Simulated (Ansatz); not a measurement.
# PW: the cost of one run

Computed with Ansatz 0.2.0 (DFT PBEsol, scalar-relativistic, plane waves, PAW, unless a step's input says otherwise).

2 further runs of the same task are left out: 2 set aside as unsound or not needed. Runs told in other sessions of the task aren't counted.

## Step 1: The system as given

Symmetry: Pnma, No. 62, orthorhombic system. The conventional cell has a = 5.690 Å, b = 3.226 Å, c = 6.223 Å, α = 90.00°, β = 90.00°, γ = 90.00°. Around P (site symmetry m) lie 6 W at 2.46 to 2.53 Å. W (site symmetry m) is surrounded by 6 P at 2.46 to 2.53 Å.

Coordinates:

```cif
data_structure
_symmetry_space_group_name_H-M 'Pnma'
_symmetry_Int_Tables_number 62
_cell_length_a 5.6902
_cell_length_b 3.2256
_cell_length_c 6.2234
_cell_angle_alpha 90.000
_cell_angle_beta 90.000
_cell_angle_gamma 90.000
_cell_volume 114.23
loop_
_atom_site_label
_atom_site_type_symbol
_atom_site_symmetry_multiplicity
_atom_site_Wyckoff_symbol
_atom_site_fract_x
_atom_site_fract_y
_atom_site_fract_z
_atom_site_occupancy
P1 P 4 c 0.81786 0.75000 0.56496 1
W1 W 4 c 0.98668 0.75000 0.18810 1
```

This cell was relaxed beforehand with the same method: volume 14.28 Å³/atom, gap on the mesh none (metal).

## Step 2: Volume × 0.97

Contents of input.yaml:

```yaml
crystal:
  lattice:
    - [5.632682121, 0.0, 0.0]
    - [0.0, 3.1930288514, 0.0]
    - [0.0, 0.0, 6.1605019134]
  atoms:
    - { symbol: P, position: [0.8178626251, 0.75, 0.5649648922] }
    - { symbol: P, position: [0.1821373749, 0.25, 0.4350351078] }
    - { symbol: P, position: [0.6821373749, 0.25, 0.0649648922] }
    - { symbol: P, position: [0.3178626251, 0.75, 0.9350351078] }
    - { symbol: W, position: [-0.0133186353, 0.75, 0.1880964439] }
    - { symbol: W, position: [0.0133186353, 0.25, 0.8119035561] }
    - { symbol: W, position: [0.5133186353, 0.25, 0.6880964439] }
    - { symbol: W, position: [0.4866813647, 0.75, 0.3119035561] }
basis:
  ecutwfc: 420
kpoints:
  mp_grid: { grid: [6, 12, 6] }
hamiltonian:
  xc: pbesol
scf:
  occupations: { method: gaussian, width: 0.1 }
output:
  forces: true
  stress: true
  eigenvalues: true
relax:
  adjacent_minimum: "off"
  f_tol: 0.01
  max_steps: 30
  cell: { stress_tol: 0.1, fix: [volume] }
```

Started as:

```
$ ansatz run input.yaml --threads 2 --pin off --max-ram 5120MiB --backend cpu --events-out ev --progress --plain --runs-dir out
```

Q: Estimate wall time and peak memory on 2 threads of AMD EPYC 7R43 (Zen 3), shared host.

About 2.1 min, with a peak of 0.75 GiB.
